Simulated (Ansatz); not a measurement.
**Al₂Ga (quartet): B2PLYP, RPA-PBE over vertical spin and charge gaps, cc-pVDZ**

How well do these functionals follow the top wave-function level for Al₂Ga (quartet) over vertical spin and charge gaps?

Computed with Ansatz 0.2.0, Gaussian basis. Level: cc-pVDZ, all electrons in the functionals, frozen cores in the correlation of double hybrids and RPA.

To be run: B2PLYP, RPA-PBE, at charge 0, quartet; charge 0, doublet; charge 0, sextet; charge 1, triplet; charge 1, quintet.

5 further runs of the same task are left out: 5 set aside as unsound or not needed.

## 1. What is computed

The geometry is a PBE0/def2-TZVP stationary point (not a proven minimum). No spin-orbit coupling is included. The filled d shell of Ga may be among the frozen orbitals whatever the setting's name suggests; the logs give the count.

3 atoms, charge 0, spin multiplicity 4.

Atoms are counted from 1 here; the program's logs count them from 0.

Bond lengths: Al1–Al2 2.581 Å, Al2–Ga3 2.573 Å. Angles: Al1–Al2–Ga3 70.0°.

No dispersion term is added.

The geometry shown and the zero of energy belong to the point charge 0, quartet. The yardstick, RCCSDTQ, and other wave-function levels (R restricted, U unrestricted, valence and pair active spaces) come from earlier runs.

## 2. B2PLYP, charge 0, quartet

in.yaml

```yaml
crystal:
  periodic: [false, false, false]
  atoms:
    - {symbol: Al, position_ang: [0.000000, -1.007251, 1.777914]}
    - {symbol: Al, position_ang: [0.000000, 1.438625, 0.953445]}
    - {symbol: Ga, position_ang: [0.000000, -0.166934, -1.056986]}
basis:
  gaussian: {orbitals: cc-pVDZ}
magnetization: {spin_polarized: true, initial_magnetization: 3}
hamiltonian: {xc: {name: B2PLYP}}
correlation: {electrons: outside_noble_gas}
```

Started as:

```sh
$ ansatz run in.yaml --threads 1 --pin off --events-out ev --progress --plain --max-ram 4096MiB --backend cpu
```

Further steps of the session: B2PLYP, charge 0, doublet; B2PLYP, charge 0, sextet; B2PLYP, charge 1, triplet; B2PLYP, charge 1, quintet; RPA-PBE, charge 0, quartet; RPA-PBE, charge 0, doublet; RPA-PBE, charge 0, sextet; RPA-PBE, charge 1, triplet; RPA-PBE, charge 1, quintet.

Q: Predict the results of all the runs planned. Wanted: quartet to doublet, RCCSDTQ; quartet to sextet, RCCSDTQ; ionisation to the triplet cation, RCCSDTQ; ionisation to the quintet cation, RCCSDTQ; largest miss, B2PLYP; largest miss, RPA-PBE.

The runs gave:

| quantity | value |
| --- | --- |
| quartet to doublet, RCCSDTQ | 0.0 kcal/mol |
| quartet to sextet, RCCSDTQ | 50.5 kcal/mol |
| ionisation to the triplet cation, RCCSDTQ | 143.9 kcal/mol |
| ionisation to the quintet cation, RCCSDTQ | 193.0 kcal/mol |
| largest miss, B2PLYP | +5.4 kcal/mol (quartet to sextet) |
| largest miss, RPA-PBE | +4.4 kcal/mol (ionisation to the quintet cation) |

What this shows: Of the functionals, RPA-PBE keep the smallest largest miss at the points compared (at most 4.4 kcal/mol) and B2PLYP strays most (5.4 kcal/mol, at quartet to sextet). B2PLYP, RPA-PBE clearly break the spin symmetry at some points (⟨S²⟩ up to 0.92 above the pure value), so energy there is bought with a mixed spin. Functionals and the yardstick converge differently with the basis, so part of each miss in cc-pVDZ is the basis.
